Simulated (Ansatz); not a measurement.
# CH₄O₃Si: how energies converge with the basis set

An exercise on one series of results from a longer session: the logs are not shown, and one member is left open.

Program: Ansatz 0.2.0, Gaussian basis. Level of theory: one geometry, several basis sets. These are calculated values, not measurements.

Plan: PBE0-D4/def2-SVP; ωB97M-V/def2-SVP; PBE0-D4/def2-QZVPP; ωB97M-V/def2-QZVPP; the functionals' def2-TZVPP values are taken from earlier runs.

### The geometry

The geometry comes from an earlier relaxation with PBE0-D4 in a triple-zeta def2 set; it is a stationary point, not always the lowest conformer.

SMILES `O=C[SiH](O)O`, 9 atoms, charge 0, spin multiplicity 1.

Atoms are counted from 1 here; the program's logs count them from 0.

Bond lengths: O1–C2 1.212 Å, C2–Si3 1.928 Å, C2–H6 1.114 Å, Si3–O4 1.635 Å, Si3–O5 1.632 Å, Si3–H7 1.477 Å, O4–H8 0.959 Å, O5–H9 0.965 Å. Angles: O1–C2–Si3 118.0°, O1–C2–H6 118.8°, Si3–C2–H6 123.2°, C2–Si3–O4 111.4°, C2–Si3–O5 102.1°, C2–Si3–H7 112.1°, O4–Si3–O5 113.5°, O4–Si3–H7 104.9°, O5–Si3–H7 113.0°, Si3–O4–H8 118.2°, Si3–O5–H9 112.2°.

Geometry (Å):

```xyz
9
CH4O3Si
O    -0.8378    1.8221    0.5580
C    -0.5259    0.7425    1.0117
Si   -0.0464   -0.6549   -0.2269
O     1.4770   -1.1871    0.0351
O    -0.2395    0.0841   -1.6691
H    -0.5152    0.6076    2.1177
H    -0.8993   -1.8513   -0.0728
H     2.2058   -0.6087   -0.1966
H    -0.5303    0.9995   -1.5742
```

Set-up of the first run:

File in.yaml:

```yaml
crystal:
  periodic: [false, false, false]
  atoms:
    - {symbol: O, position_ang: [-0.837837, 1.822092, 0.557984]}
    - {symbol: C, position_ang: [-0.525927, 0.742526, 1.011740]}
    - {symbol: Si, position_ang: [-0.046424, -0.654896, -0.226856]}
    - {symbol: O, position_ang: [1.477040, -1.187144, 0.035095]}
    - {symbol: O, position_ang: [-0.239452, 0.084092, -1.669105]}
    - {symbol: H, position_ang: [-0.515164, 0.607576, 2.117696]}
    - {symbol: H, position_ang: [-0.899315, -1.851345, -0.072806]}
    - {symbol: H, position_ang: [2.205792, -0.608676, -0.196605]}
    - {symbol: H, position_ang: [-0.530312, 0.999473, -1.574243]}
basis:
  gaussian: {orbitals: def2-SVP}
hamiltonian: {xc: pbe0, dispersion: d4}
output: {orbitals: {seedname: orbitals}}
```

Started as:

```console
ansatz run in.yaml --threads 2 --pin off --events-out ev --progress --plain --max-ram 4352MiB
```

Steps of the session up to this table: PBE0-D4 in def2-SVP; ωB97M-V in def2-SVP; PBE0-D4 in def2-QZVPP; ωB97M-V in def2-QZVPP.

One of the session's tables, all rows but one given; the rest of the session is left out.

It belongs to the step «Density functionals: the series». 

```
functional       basis  HOMO (eV)
   PBE0-D4    def2-SVP          ?
   PBE0-D4  def2-TZVPP      -7.26
   PBE0-D4  def2-QZVPP      -7.30
   ωB97M-V    def2-SVP      -9.38
   ωB97M-V  def2-TZVPP      -9.57
   ωB97M-V  def2-QZVPP      -9.62
```

Estimate the missing values for PBE0-D4, def2-SVP.

The run gave: HOMO (eV): -7.10. In the column «HOMO (eV)» it is the highest.
